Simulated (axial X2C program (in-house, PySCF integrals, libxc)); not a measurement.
# All-electron X2C curves of PdSi⁺

Aim: find the lowest determinant of PdSi⁺, scan the bond at several levels and fit the constants, once spin-free and once with spin–orbit coupling.

The runs use an in-house X2C program for linear molecules on PySCF integrals; all-electron X2C, Pd dyall-v2z, Si dyall-v2z.

All values are calculated.

**1. Input**

task.json

```json
{
 "zs": [
  46,
  14
 ],
 "q": 1,
 "bas": [
  "dyall-v2z",
  "dyall-v2z"
 ],
 "levels": [
  "PBE0",
  "HF",
  "B97-3",
  "r2SCAN0"
 ],
 "cc": false,
 "r0": 2.36,
 "npts": 10,
 "nst": 2,
 "ntry": 6
}
```

Keys: zs atomic numbers; q charge; bas basis sets; levels methods (HF also brings MP2); cc coupled cluster on or off; r0 starting distance in Å; npts points asked for on the curve; nst determinants followed; ntry starts of the search.

Command:

```sh
> python so2c.py task.json out
```

Spin-free means the one-electron spin-free X2C Hamiltonian; two-component (2c) means X2C with spin–orbit coupling and atomic mean-field two-electron Coulomb and Gaunt terms. Basis: Pd dyall-v2z contracted to [10s10p7d2f], Si dyall-v2z contracted to [7s7p1d]; Gaussian nuclei, density fitting. Masses: Pd 105.903 u, Si 27.977 u.

Notation: σ, π±, δ± give the projection m of an orbital's angular momentum (0, ±1, ±2), α and β its spin, Λ and M_S the sums; ω is the projection of a spinor's total angular momentum and Ω the sum. Logs are in hartree.

The results follow Hamiltonian by Hamiltonian and level by level.

**2. Which state to follow**

PBE0 moves the distance from 2.360 Å to 2.142 Å and compares determinants there.

Spin-free determinants:

```json
{"ΔE (eV)": "0.00", "state": "M_S = 1/2, Λ = 0", "open shells": "beyond closed shells: σα"}
{"ΔE (eV)": "0.90", "state": "M_S = 1/2, Λ = 1", "open shells": "beyond closed shells: π+α"}
{"ΔE (eV)": "2.02", "state": "M_S = 1/2, Λ = 2", "open shells": "beyond closed shells: δ+α, δ+β, δ-α"}
{"ΔE (eV)": "2.49", "state": "M_S = 3/2, Λ = 3", "open shells": "beyond closed shells: σα, π+α, δ+α, δ+β, δ-α"}
{"ΔE (eV)": "2.49", "state": "M_S = 3/2, Λ = 1", "open shells": "beyond closed shells: σα, π-α, δ+α, δ+β, δ-α"}
{"ΔE (eV)": "2.71", "state": "M_S = 1/2, Λ = 1", "open shells": "beyond closed shells: σα, π-α, δ+α, δ+β, δ-β"}
```

Two-component determinants:

```csv
ΔE (eV),state,open shells
0.00,Ω = 1/2,excess of +ω over −ω: ω = 1/2
0.93,Ω = 3/2,excess of +ω over −ω: ω = 3/2
1.86,Ω = 5/2,excess of +ω over −ω: ω = 5/2
2.18,Ω = 3/2,excess of +ω over −ω: ω = 3/2
2.36,Ω = 9/2,"excess of +ω over −ω: ω = 1/2, ω = 3/2, ω = 5/2"
2.58,Ω = 7/2,"excess of +ω over −ω: 2 × ω = 1/2, ω = 5/2"
2.58,Ω = 1/2,"excess of +ω over −ω: ω = -1/2, ω = -3/2, ω = 5/2"
```

**3. PBE0, spin-free**

State followed: M_S = 1/2, Λ = 0 (beyond closed shells: σα). The scan is laid around 2.142 Å, a first estimate of the minimum, and this SCF restarts from the orbitals of the search.

Output at 2.142 Å:

```text
spin-free X2C-1e  PBE0
basis functions 122  fitting functions 756  grid points 5079
iter        total energy     max residual
   1      -5334.690506788     4.48e-05
   2      -5334.690506810     3.52e-05
   3      -5334.690506819     2.26e-05
   4      -5334.690506824     8.28e-06
converged
one-electron -7662.72189051  Coulomb 2334.51161701  exact exchange -40.72161216  xc functional -124.85765190  nuclear repulsion 159.09903073
```

Along the bond, energies from the lowest point:

| R (Å) | E (eV) | μ (D) | HOMO (eV) | LUMO (eV) | iterations |
| --- | --- | --- | --- | --- | --- |
| 1.863 | 0.9529 | 2.28 | -11.90 | -9.15 | 17 |
| 1.949 | 0.3851 | 2.50 | -11.92 | -9.18 | 12 |
| 2.014 | 0.1470 | 2.69 | -11.93 | -9.19 | 11 |
| 2.078 | 0.0286 | 2.89 | -11.93 | -9.19 | 11 |
| 2.142 | 0.0000 | 3.09 | -11.92 | -9.19 | 4 |
| 2.217 | 0.0505 | 3.34 | -11.90 | -9.17 | 11 |
| 2.292 | 0.1644 | 3.60 | -11.87 | -9.15 | 11 |
| 2.388 | 0.3710 | 3.93 | -11.83 | -9.14 | 12 |
| 2.506 | 0.6730 | 4.33 | -11.77 | -9.20 | 13 |
| 2.678 | 1.1387 | 4.88 | -11.67 | -9.26 | 15 |

Dipoles are positive if Si is the positive end and refer to the centre of mass.

Outer orbitals at the reference distance:

```tsv
symmetry	occupied	ε (eV)	atomic character
σα	yes	-19.83	60% Si s, 18% Pd d, 11% Pd p
σβ	yes	-19.25	57% Si s, 21% Pd d, 10% Pd p
σα	yes	-14.98	65% Pd d, 20% Si p, 11% Si s
π+α	yes	-14.67	87% Pd d, 10% Si p
π-α	yes	-14.67	87% Pd d, 10% Si p
π+β	yes	-14.58	89% Pd d, 8% Si p
π-β	yes	-14.58	89% Pd d, 8% Si p
σβ	yes	-14.24	65% Pd d, 15% Si p, 14% Si s
δ+α	yes	-13.83	100% Pd d
δ-α	yes	-13.83	100% Pd d
δ+β	yes	-13.62	100% Pd d
δ-β	yes	-13.62	100% Pd d
σα	yes	-11.92	55% Si p, 27% Pd s, 15% Pd d
σβ	no	-9.19	53% Si p, 32% Pd s, 12% Pd d
π+α	no	-8.99	70% Si p, 15% Pd d, 11% Pd p
π-α	no	-8.99	70% Si p, 15% Pd d, 11% Pd p
π-β	no	-8.77	72% Si p, 13% Pd d, 10% Pd p
```

PBE0 fields in the half plane through the axis: z from -2.4 to 4.5 Å across, distance from the axis 0.15 to 2.25 Å upwards; Pd lies at z = 0 and Si at z = 2.142 Å; the ELF is damped to zero where the density is low.

log10 density (e/bohr³). Ten even steps from '0' (-5.29 ) to '9' (1.76 ):
```
001122223333322222222110
011222333333333333322211
012233344444444443333221
112334445544444444443322
122344555555555555444332
123345666665555555544332
223455677766556765554432
223456789876667886554433
```

ELF. Ten even steps from '0' (0.00 ) to '9' (1.00 ):
```
000000000000000000000000
000000000111111011211000
000000001112332234664200
000000011223555467898620
000000123223676579999961
000001356533662128999983
000012576753530511999995
000014716173517580899996
```

Re = 2.134 Å, ωe = 454 cm⁻¹, ωexe = 1.8 cm⁻¹, Be = 0.1673 cm⁻¹, De = 3.81 eV, μ = 3.07 D.

**4. HF, spin-free**

The SCF at the reference distance of 2.142 Å:

```text
spin-free X2C-1e  HF
basis functions 122  fitting functions 756  grid points 5079
iter        total energy     max residual
   1      -5331.997691396     5.46e-01
   2      -5332.026813973     1.65e-02
   3      -5332.028040627     1.10e-01
   4      -5332.031216800     2.03e-02
   5      -5332.031576715     2.26e-03
   6      -5332.031801927     8.45e-03
   7      -5332.031930242     6.72e-03
   8      -5332.032078008     1.54e-03
   9      -5332.032134149     1.39e-03
  10      -5332.032145975     8.48e-04
  11      -5332.032147080     2.12e-04
  12      -5332.032147356     1.10e-04
  13      -5332.032147429     9.66e-05
  14      -5332.032147448     2.51e-05
  15      -5332.032147452     9.73e-06
  16      -5332.032147453     1.37e-05
  17      -5332.032147454     7.22e-06
  18      -5332.032147454     1.11e-06
converged
one-electron -7663.83314267  Coulomb 2335.76198088  exact exchange -163.06001640  xc functional 0.00000000  nuclear repulsion 159.09903073
```

No constants are quoted: the solution changes its character somewhere along the scan, so the fit is set aside.

**5. B97-3, spin-free**

The SCF at the reference distance of 2.142 Å:

```text
spin-free X2C-1e  B97-3
basis functions 122  fitting functions 756  grid points 5079
iter        total energy     max residual
   1      -5334.790783748     4.23e-02
   2      -5334.791077030     3.14e-03
   3      -5334.791150960     9.84e-03
   4      -5334.791172023     9.72e-04
   5      -5334.791176228     1.47e-03
   6      -5334.791177401     2.93e-04
   7      -5334.791177589     2.37e-04
   8      -5334.791177623     1.22e-05
   9      -5334.791177625     9.05e-06
converged
one-electron -7662.92252758  Coulomb 2334.72046009  exact exchange -43.86557965  xc functional -121.82256122  nuclear repulsion 159.09903073
```

Re = 2.146 Å, ωe = 440 cm⁻¹, ωexe = 1.87 cm⁻¹, Be = 0.1654 cm⁻¹, De = 3.56 eV, μ = 3.08 D.

**6. r2SCAN0, spin-free**

The SCF at the reference distance of 2.142 Å:

```text
spin-free X2C-1e  r2SCAN0
basis functions 122  fitting functions 756  grid points 5079
iter        total energy     max residual
   1      -5335.073312147     1.72e-01
   2      -5335.075449824     8.02e-03
   3      -5335.075882176     3.18e-02
   4      -5335.075979807     9.83e-04
   5      -5335.075988085     2.26e-03
   6      -5335.075991122     5.11e-04
   7      -5335.075991705     2.55e-04
   8      -5335.075991822     8.91e-05
   9      -5335.075991852     1.98e-05
  10      -5335.075991858     7.72e-06
converged
one-electron -7663.02157484  Coulomb 2334.84979099  exact exchange -40.73409342  xc functional -125.26914532  nuclear repulsion 159.09903073
```

Re = 2.118 Å, ωe = 470 cm⁻¹, ωexe = 1.81 cm⁻¹, Be = 0.1698 cm⁻¹, De = 3.84 eV, μ = 2.97 D.

**7. MP2, spin-free**

Correlated methods: 13 electrons correlated (frozen shells, counted by type: Pd 4 s, 3 p, 1 d; Si 2 s, 1 p), 137 virtual spinors in MP2.

MP2: No constants are quoted: the reference changes its character somewhere along the scan, so the fit is set aside.

**8. A higher determinant, spin-free**

State: M_S = 1/2, Λ = 1 (beyond closed shells: π+α).

Output at the reference distance:

```text
spin-free X2C-1e  PBE0
basis functions 122  fitting functions 756  grid points 5079
iter        total energy     max residual
   1      -5334.657473674     6.96e-05
   2      -5334.657473745     4.73e-05
   3      -5334.657473778     2.60e-05
   4      -5334.657473783     9.27e-06
converged
one-electron -7662.68556109  Coulomb 2334.54629556  exact exchange -40.73564782  xc functional -124.88159116  nuclear repulsion 159.09903073
```

| R (Å) | E above the lowest PBE0 point (eV) |
| --- | --- |
| 1.863 | 2.013 |
| 1.949 | 1.413 |
| 2.014 | 1.140 |
| 2.078 | 0.978 |
| 2.142 | 0.899 |
| 2.217 | 0.883 |
| 2.292 | 0.925 |
| 2.388 | 1.032 |
| 2.506 | 1.205 |

Re = 2.196 Å, ωe = 372 cm⁻¹, ωexe = 2.35 cm⁻¹, Be = 0.158 cm⁻¹, μ = 2.24 D. Te = 0.88 eV.

**9. The spin-free curves together**

Energy (eV) of the followed determinant, spin-free, from each level's lowest point:

| R (Å) | PBE0 | HF (jumps) | MP2 (its reference jumps) | B97-3 | r2SCAN0 |
| --- | --- | --- | --- | --- | --- |
| 1.863 | 0.953 | 1.025 | 0.942 | 1.006 | 0.871 |
| 1.949 | 0.385 | 0.444 | 0.369 | 0.422 | 0.329 |
| 2.014 | 0.147 | 0.191 | 0.133 | 0.172 | 0.110 |
| 2.078 | 0.029 | 0.052 | 0.021 | 0.041 | 0.011 |
| 2.142 | 0.000 | 0.000 | 0.000 | 0.000 | 0.000 |
| 2.217 | 0.050 | 0.020 | 0.059 | 0.035 | 0.071 |
| 2.292 | 0.164 | 0.099 | 0.180 | 0.133 | 0.204 |
| 2.388 | 0.371 | 0.031 | 1.494 | 0.318 | 0.433 |
| 2.506 | 0.673 | 0.002 | 1.775 | 0.592 | 0.760 |
| 2.678 | 1.139 | 0.054 | 2.116 | 1.015 | 1.254 |

**10. PBE0, 2c**

State followed: Ω = 1/2 (excess of +ω over −ω: ω = 1/2). The scan is laid around 2.142 Å, a first estimate of the minimum, and this SCF restarts from the orbitals of the search.

Output at 2.142 Å:

```text
two-component X2C + atomic mean field  PBE0
basis functions 122  fitting functions 756  grid points 5079
iter        total energy     max residual
   1      -5332.563908130     8.04e-05
   2      -5332.563908139     1.50e-05
converged
one-electron -7656.85037870  Coulomb 2333.33466436  exact exchange -40.69937768  xc functional -124.79172051  nuclear repulsion 159.09903073  atomic mean-field constant -2.65612635
```

Along the bond, energies from the lowest point:

| R (Å) | E (eV) | μ (D) | HOMO (eV) | LUMO (eV) | iterations |
| --- | --- | --- | --- | --- | --- |
| 1.863 | 0.9587 | 2.27 | -11.89 | -9.15 | 20 |
| 1.949 | 0.3890 | 2.50 | -11.92 | -9.18 | 12 |
| 2.014 | 0.1495 | 2.68 | -11.92 | -9.19 | 11 |
| 2.078 | 0.0298 | 2.88 | -11.92 | -9.20 | 11 |
| 2.142 | 0.0000 | 3.09 | -11.92 | -9.19 | 2 |
| 2.217 | 0.0490 | 3.33 | -11.90 | -9.18 | 12 |
| 2.292 | 0.1614 | 3.58 | -11.87 | -9.17 | 11 |
| 2.388 | 0.3659 | 3.91 | -11.83 | -9.18 | 12 |
| 2.506 | 0.6651 | 4.30 | -11.77 | -9.22 | 15 |
| 2.678 | 1.1259 | 4.83 | -11.66 | -9.27 | 17 |

Dipoles are positive if Si is the positive end and refer to the centre of mass.

Outer spinors at the reference distance:

| ω | occupied | ε (eV) | atomic character | λ mixture |
| --- | --- | --- | --- | --- |
| 1/2 | yes | -19.83 | 59% Si s, 18% Pd d, 11% Pd p | 100% σ |
| -1/2 | yes | -19.25 | 57% Si s, 21% Pd d, 10% Pd p | 100% σ |
| 1/2 | yes | -15.08 | 70% Pd d, 17% Si p, 10% Si s | 81% σ, 19% π |
| -1/2 | yes | -14.84 | 86% Pd d, 9% Si p | 90% π, 10% σ |
| 3/2 | yes | -14.64 | 88% Pd d, 9% Si p | 95% π, 5% δ |
| 1/2 | yes | -14.59 | 84% Pd d, 12% Si p, 2% Si s | 81% π, 19% σ |
| -3/2 | yes | -14.57 | 90% Pd d, 8% Si p | 90% π, 10% δ |
| -1/2 | yes | -14.18 | 66% Pd d, 16% Si p, 12% Si s | 90% σ, 10% π |
| -3/2 | yes | -13.97 | 98% Pd d | 90% δ, 10% π |
| 3/2 | yes | -13.78 | 99% Pd d | 95% δ, 5% π |
| 5/2 | yes | -13.66 | 100% Pd d | 100% δ |
| -5/2 | yes | -13.45 | 100% Pd d | 100% δ |
| 1/2 | yes | -11.92 | 55% Si p, 27% Pd s, 15% Pd d | 100% σ |
| -1/2 | no | -9.19 | 54% Si p, 31% Pd s, 12% Pd d | 97% σ, 3% π |
| -1/2 | no | -9.01 | 69% Si p, 15% Pd d, 11% Pd p | 97% π, 3% σ |
| 3/2 | no | -8.95 | 69% Si p, 15% Pd d, 11% Pd p | 100% π |
| 1/2 | no | -8.80 | 72% Si p, 12% Pd d, 10% Pd p | 100% π |

PBE0 fields in the half plane through the axis: z from -2.4 to 4.5 Å across, distance from the axis 0.15 to 2.25 Å upwards; Pd lies at z = 0 and Si at z = 2.142 Å; the ELF is damped to zero where the density is low.

log10 density (e/bohr³). Ten even steps from '0' (-5.29 ) to '9' (1.76 ):
```
001122223333322222222110
011222333333333333322211
012233344444444443333221
112334445544444444443322
122344555555555555444332
123345666665555555544332
223455677766556765554432
223456789876667886554433
```

ELF. Ten even steps from ' ' (0.00 ) to '@' (1.00 ):
```
                                                
                  ............  ....::....      
                ......::----::::--==****==::    
              ....::::--++++++==**##%%@@%%**::  
            ..::--::::--**##**++##@@@@@@@@@@**..
          ..--++**++----****::..::%%@@@@@@@@%%--
        ..::++##**##++--++--  ++....@@@@@@@@@@++
        ..==##..**..##--++..##++%%  %%@@@@@@@@**
```

Re = 2.135 Å, ωe = 453 cm⁻¹, ωexe = 1.81 cm⁻¹, Be = 0.1671 cm⁻¹, De = 3.81 eV, μ = 3.06 D.

**11. HF, 2c**

The SCF at the reference distance of 2.142 Å:

```text
two-component X2C + atomic mean field  HF
basis functions 122  fitting functions 756  grid points 5079
iter        total energy     max residual
   1      -5329.870320686     5.47e-01
   2      -5329.899485162     1.64e-02
   3      -5329.900735726     1.09e-01
   4      -5329.903904240     2.05e-02
   5      -5329.904285914     2.06e-03
   6      -5329.904544338     9.46e-03
   7      -5329.904701760     7.87e-03
   8      -5329.904888263     2.22e-03
   9      -5329.904967448     1.47e-03
  10      -5329.904990098     1.22e-03
  11      -5329.904997072     4.54e-04
  12      -5329.905008049     1.01e-03
  13      -5329.905022472     1.94e-03
  14      -5329.905042057     2.13e-03
  15      -5329.905061303     1.21e-03
  16      -5329.905076441     3.53e-04
  17      -5329.905085242     7.80e-04
  18      -5329.905090035     7.01e-04
  19      -5329.905093254     2.51e-04
  20      -5329.905096234     2.61e-04
  21      -5329.905101189     7.52e-04
  22      -5329.905180747     2.60e-03
  23      -5329.905276496     4.49e-03
  24      -5329.905373398     5.52e-03
  25      -5329.905520912     8.79e-03
  26      -5329.905970457     6.18e-03
  27      -5329.906258586     5.22e-03
  28      -5329.906506532     3.76e-03
  29      -5329.906652476     1.90e-03
  30      -5329.906731724     1.10e-03
  31      -5329.906755589     9.70e-04
  32      -5329.906769765     6.65e-04
  33      -5329.906774653     3.37e-04
  34      -5329.906776322     1.51e-04
  35      -5329.906776856     5.97e-05
  36      -5329.906776964     3.19e-05
  37      -5329.906777004     2.44e-05
  38      -5329.906777021     2.33e-05
  39      -5329.906777035     1.64e-05
  40      -5329.906777046     1.45e-05
  41      -5329.906777052     9.38e-06
  42      -5329.906777054     4.48e-06
  43      -5329.906777054     1.31e-06
converged
one-electron -7656.33792395  Coulomb 2332.98388518  exact exchange -162.99564268  xc functional 0.00000000  nuclear repulsion 159.09903073  atomic mean-field constant -2.65612635
```

No constants are quoted: the solution changes its character somewhere along the scan, so the fit is set aside.

**12. B97-3, 2c**

The SCF at the reference distance of 2.142 Å:

```text
two-component X2C + atomic mean field  B97-3
basis functions 122  fitting functions 756  grid points 5079
iter        total energy     max residual
   1      -5332.664479246     4.27e-02
   2      -5332.664775915     3.08e-03
   3      -5332.664847175     9.74e-03
   4      -5332.664868039     1.03e-03
   5      -5332.664872383     1.51e-03
   6      -5332.664873630     3.33e-04
   7      -5332.664873828     2.33e-04
   8      -5332.664873867     1.21e-05
   9      -5332.664873872     1.18e-05
converged
one-electron -7657.04729565  Coulomb 2333.53966984  exact exchange -43.84160059  xc functional -121.75855185  nuclear repulsion 159.09903073  atomic mean-field constant -2.65612635
```

Re = 2.148 Å, ωe = 438 cm⁻¹, ωexe = 1.89 cm⁻¹, Be = 0.1652 cm⁻¹, De = 3.56 eV, μ = 3.07 D.

**13. r2SCAN0, 2c**

The SCF at the reference distance of 2.142 Å:

```text
two-component X2C + atomic mean field  r2SCAN0
basis functions 122  fitting functions 756  grid points 5079
iter        total energy     max residual
   1      -5332.943818426     1.71e-01
   2      -5332.945979349     7.73e-03
   3      -5332.946407436     3.14e-02
   4      -5332.946504986     1.04e-03
   5      -5332.946513421     2.27e-03
   6      -5332.946516501     5.33e-04
   7      -5332.946517069     2.35e-04
   8      -5332.946517184     9.62e-05
   9      -5332.946517215     1.98e-05
  10      -5332.946517221     8.72e-06
converged
one-electron -7657.14624324  Coulomb 2333.66881780  exact exchange -40.71179652  xc functional -125.20019964  nuclear repulsion 159.09903073  atomic mean-field constant -2.65612635
```

Re = 2.119 Å, ωe = 469 cm⁻¹, ωexe = 1.82 cm⁻¹, Be = 0.1696 cm⁻¹, De = 3.81 eV, μ = 2.97 D.

**14. Correlated methods, 2c**

Correlated methods: 13 electrons correlated (frozen shells, counted by type: Pd 4 s, 3 p, 1 d; Si 2 s, 1 p), 137 virtual spinors in MP2.

MP2: No constants are quoted: the reference changes its character somewhere along the scan, so the fit is set aside.

**15. A higher determinant, 2c**

State: Ω = 3/2 (excess of +ω over −ω: ω = 3/2).

Output at the reference distance:

```text
two-component X2C + atomic mean field  PBE0
basis functions 122  fitting functions 756  grid points 5079
iter        total energy     max residual
   1      -5332.529700674     7.98e-05
   2      -5332.529700681     3.08e-05
   3      -5332.529700687     2.08e-05
   4      -5332.529700689     9.55e-06
converged
one-electron -7656.81517380  Coulomb 2333.37190351  exact exchange -40.71353472  xc functional -124.81580006  nuclear repulsion 159.09903073  atomic mean-field constant -2.65612635
```

| R (Å) | E above the lowest PBE0 point (eV) |
| --- | --- |
| 1.863 | 2.059 |
| 1.949 | 1.454 |
| 2.014 | 1.178 |
| 2.078 | 1.013 |
| 2.142 | 0.931 |
| 2.217 | 0.912 |
| 2.292 | 0.950 |
| 2.388 | 1.053 |
| 2.506 | 1.220 |

Re = 2.200 Å, ωe = 369 cm⁻¹, ωexe = 2.38 cm⁻¹, Be = 0.1574 cm⁻¹, μ = 2.24 D. Te = 0.91 eV.

**16. The 2c curves together**

Energy (eV) of the followed determinant, 2c, from each level's lowest point:

| R (Å) | PBE0 | HF (jumps) | MP2 (its reference jumps) | B97-3 | r2SCAN0 |
| --- | --- | --- | --- | --- | --- |
| 1.863 | 0.959 | 1.552 | 0.911 | 1.012 | 0.876 |
| 1.949 | 0.389 | 0.969 | 0.338 | 0.426 | 0.333 |
| 2.014 | 0.150 | 0.713 | 0.105 | 0.175 | 0.113 |
| 2.078 | 0.030 | 0.571 | 0.000 | 0.043 | 0.012 |
| 2.142 | 0.000 | 0.467 | 1.123 | 0.000 | 0.000 |
| 2.217 | 0.049 | 0.294 | 1.420 | 0.033 | 0.069 |
| 2.292 | 0.161 | 0.164 | 1.574 | 0.130 | 0.201 |
| 2.388 | 0.366 | 0.057 | 1.725 | 0.312 | 0.428 |
| 2.506 | 0.665 | 0.000 | 1.894 | 0.583 | 0.753 |
| 2.678 | 1.126 | 0.013 | 2.139 | 1.000 | 1.243 |

Time for the job: 2.8 min (1 thread of Arm Neoverse N1, shared host); peak memory 0.27 GiB.

**17. Constants**

Lowest determinant that the search found at its distance, spin-free: M_S = 1/2, Λ = 0 (beyond closed shells: σα).

Lowest determinant that the search found at its distance, 2c: Ω = 1/2 (excess of +ω over −ω: ω = 1/2).

| Hamiltonian | level | Re (Å) | ωe (cm⁻¹) | De (eV) | μ (D) |
| --- | --- | --- | --- | --- | --- |
| spin-free | PBE0 | 2.134 | 454 | 3.81 | 3.07 |
| spin-free | B97-3 | 2.146 | 440 | 3.56 | 3.08 |
| spin-free | r2SCAN0 | 2.118 | 470 | 3.84 | 2.97 |
| 2c | PBE0 | 2.135 | 453 | 3.81 | 3.06 |
| 2c | B97-3 | 2.148 | 438 | 3.56 | 3.07 |
| 2c | r2SCAN0 | 2.119 | 469 | 3.81 | 2.97 |

Dipoles are positive if Si is the positive end and refer to the centre of mass. No constants: spin-free HF (the solution changes its character somewhere along the scan, so the fit is set aside); spin-free MP2 (the reference changes its character somewhere along the scan, so the fit is set aside); 2c HF (the solution changes its character somewhere along the scan, so the fit is set aside); 2c MP2 (the reference changes its character somewhere along the scan, so the fit is set aside).

Time per point (s) on 1 thread of Arm Neoverse N1, shared host (2c runs); the times are rough: PBE0 1, B97-3 1.1, r2SCAN0 1.7.

In words: At PBE0, going from spin-free to two-component changes Re by +1 mÅ, ωe by -0.3 %, which is small (part of it comes from the scalar share of the two-electron terms). De moves by 0.00 eV; both De rest on single-determinant atoms, which can miss part of an open shell's spin–orbit lowering.

De refers to Pd + Si+; at r2SCAN0, spin-free, to Pd+ + Si; at r2SCAN0, two-component, to Pd+ + Si, each in the lowest determinant found, which need not be this curve's own limit. The state is a single determinant with fixed occupations, the lowest that a limited PBE0 search found. De is counted from the lowest determinant-based energies of the atoms at the same level, without counterpoise correction. Density functionals use the spin component along the axis (collinear). The meta-GGAs lack a current-density term, which matters for open shells with orbital currents, atoms included.
